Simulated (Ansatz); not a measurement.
**Pt: single point in Python**

What energy and properties does Pt have at the given structure? Wanted for Pt: a single point.

This is Pt in the bcc structure; at room conditions it is fcc.

Computed with Ansatz 0.2.0 through its Python package. Level of theory: DFT PBEsol, plane waves, PAW.

## (1) The system

Symmetry: Im-3m, No. 229, cubic system. The conventional cell has a = 3.168 Å, b = 3.168 Å, c = 3.168 Å, α = 90.00°, β = 90.00°, γ = 90.00°. Around Pt (site symmetry m-3m) lie 8 Pt at 2.74 Å.

No structure file is read: the coordinates are typed or built in the script.

## (2) The code

Contents of scf_pt.py:

```python
"""Self-consistent field of Pt at the given structure, atoms off their sites."""

from pathlib import Path

import ansatz as az
import numpy as np


def main() -> None:
    structure = (
        az.Lattice.bcc(3.16844)
        .space_group(229)
        .atom("Pt", (0.0, 0.0, 0.0))
        .primitive()
    )

    # functional, basis and sampling
    calc = (
        structure.calculation()
        .occupations("fermi_dirac")
        .basis(470)
        .kpoints(mesh=(6, 6, 6))
        .pseudopotentials("paw")
        .functional("PBEsol")
        .band_table()
        .density_of_states(energy_step=0.2, nscf_kmesh_spacing=0.3)
        .density()
        .potential()
        .electron_localization_function()
        .output_files(volumetric_format="npy")
        .electric_field_gradient()
        .stress()
    )
    planned = calc.session().plan(threads=1)
    facts = planned.describe()
    print("plan:", facts["n_bands"], "bands,", len(facts["kpoints_frac"]), "k-points, plane waves", facts["n_pw_range"], "grid", facts["fft_dense"])
    result = planned.execute()
    r = result.report

    energy = r["free_energy_ev"]
    print("Pt: {:.6f} eV = {:.6f} Ry = {:.6f} Ha".format(energy, energy / 13.605693, energy / 27.211386))
    print("Fermi level {:.4f} eV, {} k-points, {} symmetry operations".format(r["fermi_energy_ev"], r["n_kpoints"], r["n_symmetry_ops"]))

    # the band energy is the weighted sum of filled levels
    eps, occ = np.array(r["eigenvalues_ev"]), np.array(r["occupations"])
    wk = np.tile(r["kweights"], len(eps) // len(r["kweights"]))
    print(f"sum of w f eps = {wk @ (eps * occ).sum(axis=1):.4f} eV, reported band energy {r['components']['e_band']:.4f} eV")

    dos = result.density_of_states()
    energy = np.asarray(dos.energies_ev) - dos.fermi_ev
    top = min(levels[-1] for levels in r["eigenvalues_ev"]) - dos.fermi_ev  # the computed bands end here
    for spin, channel in enumerate(dos.channels):
        g = np.asarray(channel.g_bin_mean_per_ev)
        peak = np.where(np.abs(energy) < 8, g, 0).argmax()
        print(f"channel {spin}: g(E_F) = {np.interp(0.0, energy, g):.3f} states/eV, highest peak within 8 eV {g[peak]:.2f} at {energy[peak]:.2f} eV")
    grid = np.arange(-10, min(4, top), 0.5)
    columns = [grid] + [np.interp(grid, energy, ch.g_bin_mean_per_ev) for ch in dos.channels]
    np.savetxt("dos_pt.dat", np.column_stack(columns), fmt="%.3f", header="E-EF (eV), states/eV by channel")

    folder = Path(result.write_results("fields"))
    print("densities in e/A^3, potentials in eV, ELF without unit")
    for name in sorted(p.name for p in folder.glob("*.npy")):
        field = np.load(folder / name)
        print(f"{name:16s} {str(field.shape):16s} min {field.min():10.4f}  mean {field.mean():10.4f}  max {field.max():10.4f}")

    for row in r["efg"]:
        print({k: round(v, 4) if isinstance(v, float) else v for k, v in row.items() if not isinstance(v, (list, dict))})

    # principal values and the von Mises stress of the deviator
    principal = np.linalg.eigvalsh(np.array(r["stress_gpa"]))
    mises = np.sqrt(0.5 * sum((principal[i] - principal[i - 1]) ** 2 for i in range(3)))
    print("principal stresses (GPa, compression positive):", np.round(principal, 3))
    print(f"mean {principal.mean():.3f} GPa, von Mises {mises:.3f} GPa, PV = {principal.mean() * r['setup']['cell_volume_ang3'] / 160.21766:.4f} eV")


if __name__ == "__main__":
    main()
```

## (3) The run

Run with:

```sh
$ python scf_pt.py
```

Q: Predict the main results. Wanted: free energy; gap on the mesh; pressure.

As calculated:

| quantity | value |
| --- | --- |
| free energy | -12383.6977 eV |
| gap on the mesh | none |
| pressure | -10.07 GPa |

In words: The mesh shows no gap. The pressure of -10.1 GPa means that the cell would shrink if relaxed at this level. For a metal this mesh is coarse. Only differences from the Fermi energy are physical; the zero of the scale is a convention. Grid values close to the nuclei reflect the PAW or pseudopotential construction, not the all-electron fields. The cell is a database structure, distorted on purpose. Gaps and levels are Kohn-Sham values on a finite set of k-points, without spin-orbit coupling. The density of states is complete only as far up as bands were computed. The atoms and cell were moved off the listed structure at random before the run.
